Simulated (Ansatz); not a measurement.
Write a Python script for the Ansatz DFT code, driven from Python that makes a geometry optimisation of BClFH₄NSi, SMILES NB[SiH](F)Cl. Settings: PBE, def2-SVP basis, multiplicity 1.

| atom | x (Å) | y (Å) | z (Å) |
| --- | --- | --- | --- |
| N | 0.4959 | -1.0310 | -1.4378 |
| B | -0.3698 | -0.8319 | -0.1747 |
| Si | -0.1593 | 0.7282 | 0.9522 |
| F | 1.1247 | 1.7474 | 0.3008 |
| Cl | -1.9358 | 1.7592 | 1.0917 |
| H | 1.4559 | -0.9453 | -1.1801 |
| H | 0.2909 | -0.1414 | -2.0354 |
| H | -1.1152 | -1.6391 | 0.1192 |
| H | 0.3013 | 0.3076 | 2.3469 |

The script, `bclfh4nsi_opt.py`:
```python
"""Relax the BClFH4NSi molecule."""

import itertools

import ansatz as az
from ase.data import atomic_numbers, covalent_radii
import numpy as np

GEOMETRY = """
N     0.49590   -1.03100   -1.43780
B    -0.36980   -0.83190   -0.17470
Si   -0.15930    0.72820    0.95220
F     1.12470    1.74740    0.30080
Cl   -1.93580    1.75920    1.09170
H     1.45590   -0.94530   -1.18010
H     0.29090   -0.14140   -2.03540
H    -1.11520   -1.63910    0.11920
H     0.30130    0.30760    2.34690
"""

system = az.Crystal.molecule()
for line in GEOMETRY.strip().splitlines():
    symbol, *xyz = line.split()
    system = system.atom(symbol, [float(v) for v in xyz])

calculation = system.calculation().basis(gaussian="def2-SVP").functional("PBE")
symbols = [site.symbol for site in system.cartesian_sites]
start = np.array([site.position_ang for site in system.cartesian_sites], dtype=float)
rep = calculation.relax(force_tolerance=0.005, max_steps=100).run(threads=1, pin="off").report
end = np.array(rep["positions_ang"])

for key in ("converged", "free_energy_ev", "reference_energy_ev", "n_frozen", "n_occupied", "n_virtual"):
    print(f"{key:22s} {rep[key]}")

# pairs closer than 1.2 times the sum of covalent radii, before or after
radius = [covalent_radii[atomic_numbers[s]] for s in symbols]
span = lambda where, i, j: np.linalg.norm(where[i] - where[j])
bonded = [(i, j) for i, j in itertools.combinations(range(len(symbols)), 2) if min(span(start, i, j), span(end, i, j)) < 1.2 * (radius[i] + radius[j])]
print("pair        before    after (A)")
for i, j in bonded:
    print(f"{symbols[i]}{i}-{symbols[j]}{j}".ljust(10), f"{span(start, i, j):8.4f} {span(end, i, j):8.4f}")

charges = rep["charge_distribution"]
print("dipole moment", round(4.803205 * float(np.linalg.norm(charges["dipole_moment_e_ang"])), 3), "D")
print("Mulliken:", [(s, round(q, 3)) for s, q in zip(symbols, charges["mulliken_charges_e"])])
with open("bclfh4nsi_opt.xyz", "w") as handle:
    handle.write(f"{len(symbols)}\nrelaxed BClFH4NSi\n")
    handle.writelines(f"{s:2s} {x:11.6f} {y:11.6f} {z:11.6f}\n" for s, (x, y, z) in zip(symbols, end))
```

Output of `python bclfh4nsi_opt.py`:
```text
converged              True
free_energy_ev         -25327.455430312053
reference_energy_ev    -25327.455430312053
n_frozen               0
n_occupied             [28, 28]
n_virtual              [70, 70]
pair        before    after (A)
N0-B1        1.5442   1.3931
N0-H5        0.9977   1.0227
N0-H6        1.0911   1.0237
B1-Si2       1.9360   2.0123
B1-H7        1.1374   1.2160
Si2-F3       1.7640   1.6538
Si2-Cl4      2.0587   2.0885
Si2-H8       1.5278   1.5021
dipole moment 3.293 D
Mulliken: [('N', -0.022), ('B', -0.235), ('Si', 0.604), ('F', -0.311), ('Cl', -0.244), ('H', 0.134), ('H', 0.135), ('H', 0.012), ('H', -0.073)]
```

File `bclfh4nsi_opt.xyz` afterwards:
```text
9
relaxed BClFH4NSi
N     0.553358   -0.799456   -1.297063
B    -0.201957   -0.858598   -0.128004
Si   -0.179279    0.791241    1.023821
F     0.858755    1.854112    0.297294
Cl   -2.069456    1.679501    1.039870
H     0.604530   -1.557315   -1.981847
H     1.102925    0.024796   -1.555132
H    -0.839711   -1.861920    0.127646
H     0.259434    0.681340    2.456214
```

Notes:
- Total energies depend on the basis set; only differences at equal settings carry meaning.
- The end point is the stationary point reached from this start; no frequency run checks that it is a minimum, and the basis set is modest.
- The whole script took 74 s on 1 thread of Arm Neoverse V2, on a shared host, peak memory 0.25 GiB.
